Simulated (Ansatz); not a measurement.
# CuF: the cost of one run

Computed with Ansatz 0.2.0 (reference: DFT, HSE06, plane waves, PAW, unless a step's input says otherwise).

4 further runs of the same task are left out: 1 for a known fault of the program, 3 that didn't finish.

### 1 The structure to begin with

The structure is hexagonal, space group P6_3/mmc (No. 194). Conventional cell: a = 3.509 Å, b = 3.509 Å, c = 5.083 Å, α = 90.00°, β = 90.00°, γ = 120.00°. Around Cu (site symmetry -6m2) lie 3 F at 2.03 Å. F (site symmetry -6m2) has 3 Cu at 2.03 Å as nearest neighbours.

Structure file:

```xyz
4
Lattice="3.5087 0.0000 0.0000 -1.7543 3.0386 0.0000 0.0000 0.0000 5.0825" Properties=species:S:1:pos:R:3 pbc="T T T"
Cu    0.0000    2.0257    1.2706
Cu    1.7543    1.0129    3.8119
F     1.7543    1.0129    1.2706
F     0.0000    2.0257    3.8119
```

### 2 Baseline

input.yaml reads:

```yaml
crystal:
  lattice:
    - [3.5086571495, 0.0, 0.0]
    - [-1.7543285748, 3.0385862246, 0.0]
    - [0.0, 0.0, 5.082519893]
  atoms:
    - { symbol: Cu, position: [0.3333333333, 0.6666666667, 0.25] }
    - { symbol: Cu, position: [0.6666666667, 0.3333333333, 0.75] }
    - { symbol: F, position: [0.6666666667, 0.3333333333, 0.25] }
    - { symbol: F, position: [0.3333333333, 0.6666666667, 0.75] }
kpoints:
  mp_grid: { grid: [6, 6, 2] }
hamiltonian:
  xc: hse06
scf:
  occupations: { method: fermi_dirac, width: 0.02 }
  n_extra_bands: 5
output:
  forces: true
  stress: true
  eigenvalues: true
  write_density: true
  write_potential: true
  elf: true
  volumetric_format: npy
```

Launch:

```sh
$ ansatz run input.yaml --threads 4 --pin off --max-ram 3686MiB --backend cpu --events-out ev --progress --plain --runs-dir out
```

Q: Estimate wall time and peak memory on 4 threads of an Arm CPU, shared host.

About 21 s, with a peak of 0.95 GiB.
